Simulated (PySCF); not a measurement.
**RuOCl: structure of the sextet**

The task is one start of a wider search on RuOCl: the sextet, from a bent start. It is relaxed, tested by its Hessian and followed downhill if it is a saddle.

Program: PySCF 2.14.0. Level of theory: PBE0, basis Ru def2-TZVP with ECP28, O def2-TZVP, Cl def2-TZVP, scalar-relativistic core potentials, no spin–orbit coupling, density fitting. These are calculated values, not measurements.

## Step 1: The starting structure

3 atoms, charge 0, spin multiplicity 6.

Bond lengths: Ru1–O2 1.710 Å, Ru1–Cl3 2.240 Å. Angles: O2–Ru1–Cl3 110.0°.

```xyz
3
charge 0 multiplicity 6
Ru    0.0000    0.0000    0.0000
O    -1.4007    0.0000    0.9808
Cl    1.8349    0.0000    1.2848
```

## Step 2: The SCF at the typed geometry

The steps below are one call of a driver around PySCF. For each, scf.py gives the equivalent set-up of the SCF; relaxations use the driver's own optimiser. After this first run the driver tries any further starts and a stability analysis.

scf.py

```python
from pyscf import gto, scf, dft
mol = gto.M(atom='''
Ru     0.000000     0.000000     0.000000
O     -1.400700     0.000000     0.980800
Cl     1.834900     0.000000     1.284800''',
    basis={'Ru': 'def2-TZVP', 'O': 'def2-TZVP', 'Cl': 'def2-TZVP'},
    ecp={'Ru': 'def2-TZVP'},
    charge=0, spin=5)
mf = dft.UKS(mol, xc='PBE0')
mf.grids.atom_grid = (50, 194)
aux = {'Ru': 'def2-universal-JKFIT', 'O': 'def2-universal-JKFIT', 'Cl': 'def2-universal-JKFIT'}
mf = mf.density_fit(auxbasis=aux)
mf.conv_tol = 1e-08
mf.diis_space = 10
mf.max_cycle = 60
mf.init_guess = 'minao'
mf.verbose = 4
mf.kernel()
```

Command:

```bash
$ OMP_NUM_THREADS=4 python axn.py task.json out
```

After this run come: Bent start, sextet: relaxation; Is it a minimum? Harmonic modes.

Q: Predict the outcome of this session. Wanted: minimum; geometry; wavenumbers; dipole moment; highest occupied, lowest empty level; polar-tensor charge of Ru1; zero-point energy; atomisation energy; ⟨S²⟩.

The runs gave:

| quantity | value |
| --- | --- |
| minimum | sextet, Cs |
| geometry | Ru–Cl 2.287 Å, Ru–O 1.757 Å; Cl–Ru–O 157.1° |
| wavenumbers (cm⁻¹) | 74 (a'), 376 (a'), 846 (a') |
| dipole moment | 1.53 D |
| highest occupied, lowest empty level (either spin) | -7.73, -4.91 eV |
| polar-tensor charge of Ru1 | +1.13 e |
| zero-point energy | 7.7 kJ/mol |
| entropy at 298.15 K | 307.7 J/(mol K) |
| atomisation energy (no zero-point energy) | 736 kJ/mol |
| ⟨S²⟩ | 8.766 |

In words: The molecule stays Cs, as typed, and the end point is a minimum. The strongest infrared band lies at 846 cm⁻¹ (a', stretch). Most of the spin sits on Ru1 (Mulliken spin 3.86, against 5 for the whole molecule). Only this shape and spin were tried, so other structures or states may lie lower. Open d and f shells are described by one determinant, and the ground state may have another occupation or spin.
